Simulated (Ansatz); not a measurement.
# AlGe+ (singlet): from Hartree-Fock to the top rungs at distance Ge1–Al2 = 6.782 Å, cc-pVDZ

One table from this session's results is given with a row withheld; the runs are named, their logs left out.

Method: cc-pVDZ, core rule «outside noble gas», up to 19 orbitals frozen; program: Ansatz 0.2.0, Gaussian basis.

The runs, in order: UHF; CCSD(T) on RHF; CCSD(T) on UHF; BCCD(T) on RHF; CISD; CCSDT(Q) on RHF; CCSDT(Q) on UHF; CCSDTQ on RHF; CASSCF and MRCISD+Q, 2 electrons in 2 orbitals; CASSCF and NEVPT2, 2 electrons in 2 orbitals; CASSCF and MRCISD+Q, 6 electrons in 8 orbitals; CASSCF and NEVPT2, 6 electrons in 8 orbitals; Full CI.

17 further runs of the same task are left out: 15 that didn't finish, 2 set aside as unsound or not needed.

**The system**

The geometry derives from a PBE0/def2-TZVP stationary point (not a proven minimum). One bond is set to the value named and the two fragments are kept rigid. No spin-orbit coupling is included. The filled d shell of Ge may be among the frozen orbitals whatever the setting's name suggests; the logs give the count.

2 atoms, charge 1, spin multiplicity 1.

Atoms are counted from 1 here; the program's logs count them from 0.

No contacts short enough for the rule that draws bonds.

Set-up of the first run:

in.yaml

```yaml
crystal:
  periodic: [false, false, false]
  atoms:
    - {symbol: Ge, position_ang: [0.000000, 0.000000, 0.000000]}
    - {symbol: Al, position_ang: [0.000000, 0.000000, 6.782000]}
basis:
  gaussian: {orbitals: cc-pVDZ}
total_charge: 1
magnetization: {spin_polarized: true, initial_magnetization: 0}
hamiltonian: {xc: hf}
output: {orbitals: {seedname: orbitals}}
```

Launch:

```sh
$ ansatz run in.yaml --threads 1 --pin off --events-out ev --progress --plain --max-ram 2393MiB
```

Steps of the session up to this table: UHF; CCSD(T) on RHF; CCSD(T) on UHF; BCCD(T) on RHF; CISD; CCSDT(Q) on RHF; CCSDT(Q) on UHF; CCSDTQ on RHF; CASSCF and MRCISD+Q, 2 electrons in 2 orbitals; CASSCF and NEVPT2, 2 electrons in 2 orbitals; CASSCF and MRCISD+Q, 6 electrons in 8 orbitals; CASSCF and NEVPT2, 6 electrons in 8 orbitals; Full CI.

One of the session's tables, all rows but one given; the rest of the session is left out.

It belongs to the step «Misses and costs». 

```
   method  from FCI (kJ/mol)
      RHF             +312.1
     RMP2             +116.1
     CISD                  ?
    RCCSD              +11.4
 RCCSD(T)               +5.6
  BCCD(T)               +5.7
   RCCSDT               +4.4
RCCSDT(Q)               +1.9
  RCCSDTQ                0.0
      FCI                  0
```

Estimate the missing values for CISD.

As computed: from FCI (kJ/mol): +42.5. In the column «from FCI (kJ/mol)» it lies between RCCSD (+11.4) and RMP2 (+116.1).

Left out of the table: CASSCF pair, NEVPT2 pair, MRCISD pair, MRCISD+Q pair, CASSCF valence, NEVPT2 valence, MRCISD valence, MRCISD+Q valence (the active space lost an orbital or holds another state than full CI finds).

To keep in mind: Left out of the table: UHF, UMP2, UCCSD, UCCSD(T), UCCSDT, UCCSDT(Q) (another determinant or state than the rows shown).
